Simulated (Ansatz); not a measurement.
# Alloy of GaP and GaN (8 of 32 P sites exchanged), 64 atoms

Aim: relax the alloy cell and compare the gap by PBEsol and HSE06.

Method: density functional theory in Ansatz 0.2.0, PAW datasets, plane waves.

### 1 The system as built

64 atoms (32 Ga, 24 P, 8 N); a = 10.407 Å, b = 10.407 Å, c = 10.407 Å, α = 90.00°, β = 90.00°, γ = 90.00°. All atoms were shaken off their sites by about 0.02 Å along each axis.

The runs, in order: (2) PBEsol cell relaxation at the single k point (¼, ¼, ¼), on 1 × NVIDIA GB300 Max-Q with 8 threads of Arm Neoverse-V2; (3) HSE06 single point at the single k point (¼, ¼, ¼), on 1 × NVIDIA GB300 Max-Q with 8 threads of Arm Neoverse-V2.

### 2 Relaxing cell and atoms with PBEsol

in.yaml reads:

```yaml
crystal:
  lattice:
    - [10.406792, 0.000000, 0.000000]
    - [0.000000, 10.406792, 0.000000]
    - [0.000000, 0.000000, 10.406792]
  atoms:
    - { symbol: Ga, position: [0.996785, 0.998473, 0.997588] }
    - { symbol: Ga, position: [0.002122, 0.999741, 0.498370] }
    - { symbol: Ga, position: [0.000477, 0.498665, 0.000352] }
    - { symbol: Ga, position: [0.002232, 0.499331, 0.500786] }
    - { symbol: Ga, position: [0.499472, 0.999638, 0.999033] }
    - { symbol: Ga, position: [0.498685, 0.999039, 0.505661] }
    - { symbol: Ga, position: [0.501900, 0.501401, 0.001107] }
    - { symbol: Ga, position: [0.501318, 0.500424, 0.499341] }
    - { symbol: Ga, position: [0.248322, 0.249059, 0.003579] }
    - { symbol: Ga, position: [0.249614, 0.248852, 0.497638] }
    - { symbol: Ga, position: [0.253581, 0.752059, 0.002312] }
    - { symbol: Ga, position: [0.250744, 0.754155, 0.500606] }
    - { symbol: Ga, position: [0.748039, 0.249351, 0.001094] }
    - { symbol: Ga, position: [0.749668, 0.248591, 0.498889] }
    - { symbol: Ga, position: [0.750827, 0.746763, 0.002890] }
    - { symbol: Ga, position: [0.750367, 0.750248, 0.500743] }
    - { symbol: Ga, position: [0.248711, 0.999011, 0.250070] }
    - { symbol: Ga, position: [0.252154, 0.001634, 0.750018] }
    - { symbol: Ga, position: [0.251967, 0.499919, 0.251129] }
    - { symbol: Ga, position: [0.249603, 0.498936, 0.749578] }
    - { symbol: Ga, position: [0.751799, 0.004262, 0.251608] }
    - { symbol: Ga, position: [0.748341, 0.997642, 0.750483] }
    - { symbol: Ga, position: [0.750302, 0.498649, 0.246504] }
    - { symbol: Ga, position: [0.751824, 0.499260, 0.749065] }
    - { symbol: Ga, position: [0.000268, 0.250972, 0.252960] }
    - { symbol: Ga, position: [0.998826, 0.252329, 0.746296] }
    - { symbol: Ga, position: [0.998907, 0.751145, 0.251813] }
    - { symbol: Ga, position: [0.002132, 0.752312, 0.747040] }
    - { symbol: Ga, position: [0.497963, 0.248900, 0.248822] }
    - { symbol: Ga, position: [0.497744, 0.248372, 0.752305] }
    - { symbol: Ga, position: [0.501403, 0.748359, 0.252682] }
    - { symbol: Ga, position: [0.501721, 0.748990, 0.750815] }
    - { symbol: P, position: [0.128602, 0.125094, 0.125615] }
    - { symbol: P, position: [0.128243, 0.125199, 0.628022] }
    - { symbol: P, position: [0.125059, 0.626204, 0.125138] }
    - { symbol: P, position: [0.623903, 0.125611, 0.123206] }
    - { symbol: P, position: [0.623452, 0.627344, 0.127322] }
    - { symbol: P, position: [0.374618, 0.380526, 0.126390] }
    - { symbol: P, position: [0.374889, 0.372191, 0.623756] }
    - { symbol: P, position: [0.376082, 0.873738, 0.125785] }
    - { symbol: P, position: [0.872411, 0.376199, 0.624505] }
    - { symbol: P, position: [0.875271, 0.877417, 0.123800] }
    - { symbol: P, position: [0.872923, 0.874615, 0.625280] }
    - { symbol: P, position: [0.373485, 0.124129, 0.376775] }
    - { symbol: P, position: [0.378008, 0.126289, 0.875725] }
    - { symbol: P, position: [0.374941, 0.625347, 0.377319] }
    - { symbol: P, position: [0.872977, 0.126774, 0.373126] }
    - { symbol: P, position: [0.872061, 0.126048, 0.874678] }
    - { symbol: P, position: [0.877299, 0.625512, 0.880072] }
    - { symbol: P, position: [0.121692, 0.376807, 0.374703] }
    - { symbol: P, position: [0.125710, 0.376195, 0.873422] }
    - { symbol: P, position: [0.129138, 0.872746, 0.374515] }
    - { symbol: P, position: [0.624949, 0.377340, 0.375205] }
    - { symbol: P, position: [0.624848, 0.377523, 0.875024] }
    - { symbol: P, position: [0.620258, 0.873283, 0.375188] }
    - { symbol: P, position: [0.627051, 0.873887, 0.873143] }
    - { symbol: N, position: [0.122571, 0.626555, 0.624868] }
    - { symbol: N, position: [0.625197, 0.127671, 0.624146] }
    - { symbol: N, position: [0.620417, 0.624100, 0.625805] }
    - { symbol: N, position: [0.377589, 0.872763, 0.624993] }
    - { symbol: N, position: [0.873222, 0.373854, 0.125321] }
    - { symbol: N, position: [0.373479, 0.624259, 0.873990] }
    - { symbol: N, position: [0.878674, 0.623097, 0.374794] }
    - { symbol: N, position: [0.123413, 0.874511, 0.874096] }
  symmetry: { detect: false }
kpoints:
  mp_grid: { grid: [1, 1, 1], shift: [0.25, 0.25, 0.25] }
hamiltonian:
  xc: pbesol
scf:
  occupations: { method: fermi_dirac, width: 0.01 }
relax:
  f_tol: 0.03
  max_steps: 80
  escape_saddle: false
  adjacent_minimum: "off"
  cell: { fix: [shape] }
output:
  forces: true
  eigenvalues: true
  populations: true
```

On the command line:

```sh
$ ansatz run in.yaml --threads 8 --pin off --max-ram 118750MiB --runs-dir r --events-out ev --progress --plain --backend cuda --devices 0,
```

After this run come: HSE06 single point.

What does the calculation give? Wanted: for each run, top filled to lowest empty.

As calculated:

```
             level         time  top filled to lowest empty (eV)
PBEsol, relaxation  9.5 s (GPU)                             1.29
             HSE06   30 s (GPU)                             2.20
```

| quantity | value |
| --- | --- |
| relaxation | 7 recorded steps, 11.94 eV gained |
| largest shift | 0.45 Å (Ga1) |
| relaxed cell | a = 10.400 Å, b = 10.400 Å, c = 10.400 Å, α = 90.00°, β = 90.00°, γ = 90.00° |
| mean bonds | Ga–N 2.035, Ga–P 2.335 Å |

**Reading.** The relaxation lowers the energy by 11.94 eV; the largest shift is 0.45 Å (Ga1), while the volume changes by -0.2 %. The mean lengths of the listed bonds run from Ga–N 2.04 Å to Ga–P 2.34 Å. At the same k points, PBEsol gives a spacing 0.90 eV smaller than the 2.20 eV of HSE06. With one k point the spacing samples only the states that fold onto it, so it can exceed the gap over the zone.
